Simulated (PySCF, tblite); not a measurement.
# C₂H₈O₂SeSi₂: geometry, infrared bands and NMR shifts

Aim: predict the infrared bands and NMR shifts of C₂H₈O₂SeSi₂ (`O[Si@@H]1CCO[SiH2][Se]1`).

Computed with tblite 0.8.0 and PySCF 2.14.0, with density-fitted response routines of our own, on a single molecule in the gas phase. Atoms count from 0, in the outputs and in this text.

## (1) The starting structure

15 atoms, charge 0, multiplicity 1; geometry from: force field or distance geometry start.

Bonds of the start (Å): O0–Si1 1.73, Si1–C2 1.88, C2–C3 1.50, C3–O4 1.38, O4–Si5 1.73, Si5–Se6 2.29, Se6–Si1 2.29, O0–H7 1.00, Si1–H8 1.45, C2–H9 1.13, C2–H10 1.10, C3–H11 1.12, C3–H12 1.13, Si5–H13 1.46, Si5–H14 1.49.

## (2) Optimising the geometry with GFN2-xTB

The job: settings as JSON, then the geometry in Å.

```
{"job": {"kind": "relax", "xc": "GFN2-xTB", "basis": "xTB"}, "charge": 0, "multiplicity": 1}
O     -2.360100    -0.088600     1.483600
Si    -1.584700     0.428400     0.021000
C     -0.670900    -1.006000    -0.778100
C      0.635700    -1.100900    -0.050100
O      1.707300    -0.516200    -0.683900
Si     2.060100     1.056100    -0.048700
Se     0.051700     1.900300     0.647100
H     -2.568500     0.752400     1.982300
H     -2.531200     1.027700    -0.901400
H     -0.429600    -0.667600    -1.824400
H     -1.266300    -1.935600    -0.813900
H      0.859700    -2.174200     0.177500
H      0.554900    -0.616100     0.966200
H      3.073100     1.030300     0.996900
H      2.464200     1.918100    -1.195900
```

The run is started by

```bash
> OMP_NUM_THREADS=1 python probes_run.py task.json out
```

One launch serves the whole session: the jobs run in the order shown.

Standard output:

```text
step      E/eV     max force
  0    -632.64644    2.882
  1    -633.03121    1.574
  2    -633.14197    1.005
  3    -633.18053    0.704
  4    -633.27214    0.630
  5    -633.31521    0.658
  6    -633.39093    0.604
  7    -633.41930    0.540
  8    -633.44245    0.391
  9    -633.46312    0.348
 10    -633.48866    0.381
 11    -633.51367    0.474
 12    -633.53744    0.430
 13    -633.55847    0.378
 14    -633.57706    0.385
 15    -633.59089    0.271
 16    -633.59926    0.220
 17    -633.60546    0.190
 18    -633.61145    0.223
 19    -633.61752    0.208
 20    -633.62307    0.236
 21    -633.62745    0.188
 22    -633.63052    0.143
 23    -633.63241    0.089
 24    -633.63357    0.073
 25    -633.63457    0.083
 26    -633.63558    0.074
 27    -633.63650    0.077
 28    -633.63731    0.085
 29    -633.63803    0.087
 30    -633.63871    0.070
 31    -633.63931    0.066
 32    -633.63979    0.058
 33    -633.64024    0.058
 34    -633.64073    0.068
 35    -633.64123    0.062
 36    -633.64167    0.049
 37    -633.64204    0.046
 38    -633.64240    0.050
 39    -633.64274    0.047
 40    -633.64297    0.033
 41    -633.64312    0.029
 42    -633.64327    0.045
 43    -633.64354    0.065
 44    -633.64392    0.077
 45    -633.64431    0.062
 46    -633.64458    0.042
 47    -633.64477    0.037
 48    -633.64497    0.053
 49    -633.64523    0.051
 50    -633.64546    0.031
 51    -633.64560    0.028
 52    -633.64572    0.030
 53    -633.64587    0.039
 54    -633.64606    0.043
 55    -633.64629    0.048
 56    -633.64657    0.049
 57    -633.64697    0.052
 58    -633.64751    0.074
 59    -633.64812    0.079
 60    -633.64861    0.052
 61    -633.64900    0.052
 62    -633.64944    0.077
 63    -633.65005    0.085
 64    -633.65072    0.069
 65    -633.65129    0.054
 66    -633.65167    0.048
 67    -633.65204    0.065
 68    -633.65247    0.068
 69    -633.65311    0.061
 70    -633.65351    0.069
 71    -633.65396    0.067
 72    -633.65440    0.057
 73    -633.65480    0.054
 74    -633.65505    0.033
 75    -633.65521    0.030
 76    -633.65534    0.027
 77    -633.65546    0.026
 78    -633.65555    0.037
 79    -633.65564    0.027
 80    -633.65575    0.022
 81    -633.65584    0.023
 82    -633.65595    0.026
 83    -633.65608    0.032
 84    -633.65626    0.040
 85    -633.65647    0.043
 86    -633.65669    0.040
 87    -633.65688    0.030
 88    -633.65705    0.027
 89    -633.65722    0.030
 90    -633.65745    0.037
 91    -633.65784    0.051
 92    -633.65848    0.063
 93    -633.65924    0.076
 94    -633.65980    0.061
 95    -633.66019    0.061
 96    -633.66047    0.049
 97    -633.66087    0.043
 98    -633.66157    0.069
 99    -633.66257    0.085
100    -633.66331    0.057
101    -633.66367    0.038
102    -633.66381    0.036
103    -633.66393    0.033
104    -633.66410    0.048
105    -633.66432    0.042
106    -633.66444    0.020
107    -633.66449    0.019
108    -633.66454    0.019
109    -633.66460    0.023
110    -633.66469    0.029
111    -633.66479    0.025
112    -633.66488    0.019
113    -633.66496    0.020
114    -633.66505    0.032
115    -633.66517    0.037
116    -633.66530    0.032
117    -633.66541    0.017
118    -633.66546    0.013
119    -633.66550    0.011
120    -633.66552    0.009
```

Wall time 1 s (1 thread of Arm Neoverse V1, shared host).

The steps of the relaxation: (not every step is listed)

```tsv
step	energy from step 0 (eV)	largest force (eV/Å)
0	0.0000	2.8816
1	-0.3848	1.5741
2	-0.4955	1.0053
3	-0.5341	0.7040
4	-0.6257	0.6301
5	-0.6688	0.6577
6	-0.7445	0.6044
7	-0.7729	0.5402
8	-0.7960	0.3910
18	-0.9650	0.2230
28	-0.9909	0.0847
38	-0.9960	0.0496
48	-0.9985	0.0531
58	-1.0011	0.0735
68	-1.0060	0.0680
78	-1.0091	0.0366
88	-1.0106	0.0271
98	-1.0151	0.0691
108	-1.0181	0.0190
115	-1.0187	0.0371
116	-1.0189	0.0318
117	-1.0190	0.0173
118	-1.0190	0.0133
119	-1.0191	0.0114
120	-1.0191	0.0092
```

Distances of close pairs at the start and the end, largest changes first:

```tsv
bond	before (Å)	after (Å)	change (Å)
O4–Si5	1.732	1.613	-0.119
O0–Si1	1.734	1.618	-0.116
O0–H7	1.000	0.955	-0.045
Si5–H14	1.491	1.451	-0.040
C2–H9	1.126	1.089	-0.037
C3–H12	1.129	1.097	-0.032
C3–O4	1.375	1.403	+0.028
C2–C3	1.499	1.523	+0.025
```

The final coordinates are the input of the step that follows.

## (3) Harmonic vibrations with GFN2-xTB

The job: settings as JSON, then the geometry in Å.

```
{"job": {"kind": "ir", "xc": "GFN2-xTB", "basis": "xTB"}, "charge": 0, "multiplicity": 1}
O     -2.604885     0.192525     1.057003
Si    -1.408821     0.586132     0.040460
C     -0.676301    -1.072886    -0.537296
C      0.764779    -1.277100    -0.087919
O      1.612339    -0.301636    -0.635399
Si     1.921058     1.177614    -0.071765
Se     0.127605     1.848031     1.188952
H     -2.911712     0.805918     1.721223
H     -1.891822     1.398155    -1.075134
H     -0.709400    -1.127869    -1.624286
H     -1.279265    -1.889838    -0.145712
H      1.143182    -2.246459    -0.430498
H      0.820817    -1.253509     1.007096
H      3.046737     1.199034     0.852489
H      2.041275     1.969877    -1.281126
```

Standard output:

```text
mode    cm-1     km/mol
  1      37.7      2.16
  2      69.9      4.29
  3     144.6      2.51
  4     170.8     12.48
  5     197.3      5.09
  6     260.3     27.53
  7     274.7     39.32
  8     299.1     30.58
  9     345.8    125.01
 10     361.8     41.90
 11     456.0      7.82
 12     499.6     70.19
 13     582.5     53.08
 14     642.1    109.93
 15     657.1    148.94
 16     682.2     56.51
 17     707.7    330.36
 18     734.9    216.32
 19     772.1     85.84
 20     802.7    351.14
 21     819.5    139.57
 22     916.6    165.34
 23     984.0     44.56
 24    1020.8     65.82
 25    1120.9    181.67
 26    1165.6     31.64
 27    1214.6     37.93
 28    1296.6     10.17
 29    1338.8      9.64
 30    1450.9      1.85
 31    1489.8      1.15
 32    2253.8    240.73
 33    2301.4    249.18
 34    2356.9    249.25
 35    2904.9     40.32
 36    2933.3     49.47
 37    3003.1     28.46
 38    3009.8     10.20
 39    3640.9     32.20
```

Run time: 0.65 s. Hardware: 1 thread of Arm Neoverse V1, shared host.

The strongest bands and the atoms that carry them (share of the mass-weighted mode):

```tsv
cm⁻¹	km/mol	atoms
708	330.4	H13 19 %, C2 16 %, Si1 15 %, H8 15 %
735	216.3	H13 19 %, O4 14 %, H14 13 %, C2 11 %
803	351.1	H7 38 %, Si5 14 %, O0 12 %
917	165.3	O0 50 %, Si1 37 %
1121	181.7	C3 36 %, O4 33 %, C2 15 %
2254	240.7	H8 97 %
2301	249.2	H13 96 %
2357	249.2	H14 97 %
```

## (4) Nuclear shieldings: PBE0/pcSseg-1

Same as in step 3 but for these lines:

```diff
@@ -1,2 +1,2 @@
-{"job": {"kind": "ir", "xc": "GFN2-xTB", "basis": "xTB"}, "charge": 0, "multiplicity": 1}
+{"job": {"kind": "nmr", "xc": "PBE0", "basis": "pcSseg-1"}, "charge": 0, "multiplicity": 1}
 O     -2.604885     0.192525     1.057003
```

With the program's defaults for keys left out, this is: GIAO PBE0/pcSseg-1 NMR shielding, non-relativistic, gas phase.

Standard output:

```text
coarse grid: 60656 points
cycle   1  E = -3210.8929993253  dE = -2.465e-02  |g| = 1.146e+00  |ddm| = 3.757e+00
cycle   2  E = -3210.6390671663  dE =  2.539e-01  |g| = 1.545e+00  |ddm| = 1.980e+00
cycle   3  E = -3211.0548247445  dE = -4.158e-01  |g| = 2.400e-01  |ddm| = 1.510e+00
cycle   4  E = -3211.0649883913  dE = -1.016e-02  |g| = 5.136e-02  |ddm| = 2.372e-01
cycle   5  E = -3211.0655582482  dE = -5.699e-04  |g| = 2.332e-02  |ddm| = 7.085e-02
cycle   6  E = -3211.0656572531  dE = -9.900e-05  |g| = 4.724e-03  |ddm| = 2.008e-02
cycle   7  E = -3211.0656605872  dE = -3.334e-06  |g| = 1.956e-03  |ddm| = 4.765e-03
final grid: 124736 points
cycle   8  E = -3211.0657176677  dE =  6.512e-07  |g| = 2.797e-03  |ddm| = 3.675e-03
cycle   9  E = -3211.0657159100  dE =  1.758e-06  |g| = 4.239e-03  |ddm| = 4.993e-03
cycle  10  E = -3211.0657190039  dE = -3.094e-06  |g| = 2.531e-04  |ddm| = 3.073e-03
cycle  11  E = -3211.0657190159  dE = -1.198e-08  |g| = 1.855e-05  |ddm| = 2.245e-04
cycle  12  E = -3211.0657190159  dE = -8.140e-11  |g| = 6.901e-06  |ddm| = 2.342e-05
converged SCF energy = -3211.0657190159

GIAO shielding tensors (ppm)
atom      isotropic    diamagn.    paramagn.     s11        s22        s33       span
  0 O      288.126     385.766     -97.640    254.255    296.051    314.072     59.817
  1 Si     343.753     878.177    -534.424    315.345    340.153    375.761     60.416
  2 C      162.025     255.079     -93.054    142.840    165.133    178.102     35.262
  3 C      125.121     244.365    -119.243     93.121    114.565    167.678     74.557
  4 O      303.334     397.841     -94.507    242.144    315.212    352.646    110.502
  5 Si     368.106     879.667    -511.561    331.495    349.291    423.531     92.037
  6 Se    2289.030    3007.623    -718.592   2028.589   2247.287   2591.215    562.626
  7 H       30.026      30.183      -0.157     21.283     26.288     42.506     21.223
  8 H       25.521      28.650      -3.129     21.728     23.133     31.702      9.974
  9 H       30.234      31.061      -0.827     26.358     28.161     36.183      9.825
 10 H       30.810      30.676       0.133     26.063     28.404     37.962     11.898
 11 H       27.335      28.711      -1.377     21.510     26.771     33.724     12.213
 12 H       27.279      31.394      -4.115     24.890     25.481     31.467      6.577
 13 H       25.923      28.202      -2.279     21.231     23.779     32.760     11.529
 14 H       26.119      28.786      -2.667     21.604     24.097     32.655     11.052
```

Wall time 38 s (1 thread of Arm Neoverse V1, shared host); peak memory 1 GiB.

The references, computed at this level on geometries of the same kind, shield at (ppm): ¹H TMS 31.72, ¹³C TMS 186.9, ²⁹Si TMS 349.2, ¹⁷O H2O 336.1, ⁷⁷Se Me2Se 1758. Their shielding less the atom's gives the shift. The references are single molecules in the gas phase, so shifts against H2O, NH3, PH3, H3PO4 or CFCl3 are not on the usual liquid scales and can be off by tens of ppm.

```tsv
atoms	environment	σ (ppm)	δ (ppm)
C3	sp3 CH2 bonded to O	125.1	61.8
C2	sp3 CH2 bonded to Si	162.0	24.9
H8	hydrogen on a silicon bonded to C, O, Se, in a 6-membered ring	25.52	6.20
H13	hydrogen on a silicon bonded to O, Se, in a 6-membered ring	25.92	5.79
H14	hydrogen on a silicon bonded to O, Se, in a 6-membered ring	26.12	5.60
H12	hydrogen on an sp3 CH2 bonded to O	27.28	4.44
H11	hydrogen on an sp3 CH2 bonded to O	27.33	4.38
H7	hydrogen on an oxygen bonded to Si	30.03	1.69
H9	hydrogen on an sp3 CH2 bonded to Si	30.23	1.48
H10	hydrogen on an sp3 CH2 bonded to Si	30.81	0.91
O0	oxygen bonded to Si, H	288.1	48.0
O4	oxygen bonded to C, Si, in a 6-membered ring	303.3	32.7
Si1	silicon bonded to C, O, Se, H, in a 6-membered ring	343.8	5.4
Si5	silicon bonded to O, Se, 2 H, in a 6-membered ring	368.1	-18.9
Se6	selenium bonded to 2 Si, in a 6-membered ring	2289	-531
```

Charges from the same density, by scheme (e):

```tsv
atoms	Mulliken	IAO	Hirshfeld	ESP fit
O0	-0.54	-0.78	-0.30	-0.70
Si1	0.98	1.03	0.38	0.64
C2	-0.55	-0.57	-0.17	-0.28
C3	0.07	-0.04	0.01	0.06
O4	-0.63	-0.65	-0.23	-0.40
Si5	0.87	0.90	0.36	0.56
Se6	-0.71	-0.43	-0.17	-0.40
```

Mayer bond orders: O0–Si1 1.06, Si1–C2 0.87, C2–C3 1.05, C3–O4 0.86, O4–Si5 1.00, Si5–Se6 0.90, Se6–Si1 0.88.

Ring of atoms Si1, C2, C3, O4, Si5, Se6: NICS(0) -3.1, NICS(1) -2.4, NICS(1)zz 2.8 ppm (means of both faces).

## (5) Outcome

```
                                 quantity                                               value
strongest single infrared mode (GFN2-xTB)                                803 cm⁻¹, 351 km/mol
             zero-point energy (GFN2-xTB)                                       62.8 kcal/mol
   ¹³C shifts against TMS (PBE0/pcSseg-1)                                      61.8, 24.9 ppm
    ¹H shifts against TMS (PBE0/pcSseg-1)  6.20, 5.79, 5.60, 4.44, 4.38, 1.69, 1.48, 0.91 ppm
   ¹⁷O shifts against H2O (PBE0/pcSseg-1)                                      48.0, 32.7 ppm
  ²⁹Si shifts against TMS (PBE0/pcSseg-1)                                      5.4, -18.9 ppm
⁷⁷Se shifts against Me2Se (PBE0/pcSseg-1)                                            -531 ppm
```

Over 120 steps the energy fell by 1.019 eV; of the close pairs, O4–Si5 changed most, 1.732 to 1.613 Å. No mode is imaginary among the 39: a minimum at this level. The strongest single mode, at 803 cm⁻¹, has its largest shares on H7, Si5 and O0 (the list is cut at 3 atoms). Unscaled tight-binding wavenumbers are off by several per cent, some by more. Its intensities can rank the bands wrongly. At PBE0/pcSseg-1: The largest span, 563 ppm, is at Se6, where the paramagnetic term is -719 ppm. Spin-orbit coupling is left out, which matters for shieldings and couplings at and beside the heavy atoms.
